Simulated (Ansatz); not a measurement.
**Zn: how well frozen cores do**

Aim: solve Zn at one geometry with full-potential LAPW, frozen-core PAW and all-electron PAW on datasets made for the crystal, and see where they agree.

Method: DFT PBEsol, scalar-relativistic, in Ansatz 0.2.0.

## 1. The system as given

It takes space group P6_3/mmc (No. 194, hexagonal). The conventional cell has a = 2.665 Å, b = 2.665 Å, c = 4.947 Å, α = 90.00°, β = 90.00°, γ = 120.00°. Zn (site symmetry -6m2) has 12 Zn at 2.66 to 2.91 Å as nearest neighbours.

Coordinates:

```
CELL_PARAMETERS angstrom
2.66480 0.00000 0.00000
-1.33240 2.30778 0.00000
0.00000 0.00000 4.94670
ATOMIC_POSITIONS crystal
Zn 0.33333 0.66667 0.25000
Zn 0.66667 0.33333 0.75000
```

The geometry is a database entry used as it stands. It may stem from high pressure or temperature, or be incomplete, so it serves as a test cell.

Atoms are numbered in the order of the input: Zn1, Zn2.

## 2. Full-potential LAPW

Contents of input.yaml:

```yaml
crystal:
  lattice:
    - [2.6647980532, 0.0, 0.0]
    - [-1.3323990266, 2.30778281, 0.0]
    - [0.0, 0.0, 4.9467]
  atoms:
    - { symbol: Zn, position: [0.3333333333, 0.6666666667, 0.25] }
    - { symbol: Zn, position: [0.6666666667, 0.3333333333, 0.75] }
kpoints:
  mp_grid: { grid: [18, 18, 8] }
  band_path:
    path:
      - [0.0, 0.0, 0.0]
      - [0.5, 0.0, 0.0]
      - [0.3333333333, 0.3333333333, 0.0]
      - [0.0, 0.0, 0.0]
      - [0.0, 0.0, 0.5]
      - [0.5, 0.0, 0.5]
      - [0.3333333333, 0.3333333333, 0.5]
      - [0.0, 0.0, 0.5]
      - [0.5, 0.0, 0.5]
    npoints: 14
scf:
  occupations: { method: fermi_dirac, width: 0.03 }
hamiltonian:
  xc: pbesol
  pseudopotentials: { kind: all_electron, lapw: { basis_error: 0.00025 } }
output:
  forces: true
  stress: true
  eigenvalues: true
  populations: true
  dos: { projected: true, de: 0.2, e_range: [-14, 8] }
```

On the command line:

```console
> ansatz run input.yaml --threads 1 --pin off --max-ram 3072MiB --backend cpu --events-out ev --progress --plain --runs-dir out
```

## 3. Frozen-core PAW

input.yaml, as its differences from that of step 2:

```diff
@@ -26,3 +26,3 @@
   xc: pbesol
-  pseudopotentials: { kind: all_electron, lapw: { basis_error: 0.00025 } }
+  pseudopotentials: { kind: paw }
 output:
@@ -31,3 +31,9 @@
   eigenvalues: true
+  efg: { contact_densities: true }
   populations: true
+  bader: true
   dos: { projected: true, de: 0.2, e_range: [-14, 8] }
+  write_density: true
+  write_potential: true
+  elf: true
+  volumetric_format: npy
```

## 4. All-electron PAW on datasets made for the crystal

input.yaml, as its differences from that of step 3:

```diff
@@ -21,3 +21,3 @@
       - [0.5, 0.0, 0.5]
-    npoints: 14
+    npoints: 8
 scf:
@@ -26,3 +26,3 @@
   xc: pbesol
-  pseudopotentials: { kind: paw }
+  pseudopotentials: { kind: all_electron, datasets: crystal }
 output:
@@ -32,8 +32 @@
   efg: { contact_densities: true }
-  populations: true
-  bader: true
-  dos: { projected: true, de: 0.2, e_range: [-14, 8] }
-  write_density: true
-  write_potential: true
-  elf: true
-  volumetric_format: npy
```

(Steps that only read results are left out.)

**Question.** What will these runs give? Wanted: pressure; gap; Bader charges.

**Answer**, as computed:

| quantity | value |
| --- | --- |
| pressure | LAPW -5.37, PAW -5.39, crystal datasets -5.37 GPa |
| gap (LAPW) | none |
| Bader charges (PAW) | Zn1 -0.00 e |

What this shows: The pressure of -5.4 GPa pushes the cell to shrink, with the atoms held in place. There is no gap at this level; the crystal is a metal here. The field gradient at Zn1, the largest by crystal datasets, is 3.46 by PAW and 3.46 by crystal datasets (10²¹ V/m²), within 5 %. PAW lies -0.01 GPa from LAPW in pressure. LAPW took about 2.9 times as long as PAW (43 s against 15 s, on a shared host and with the outputs that each input asks for).
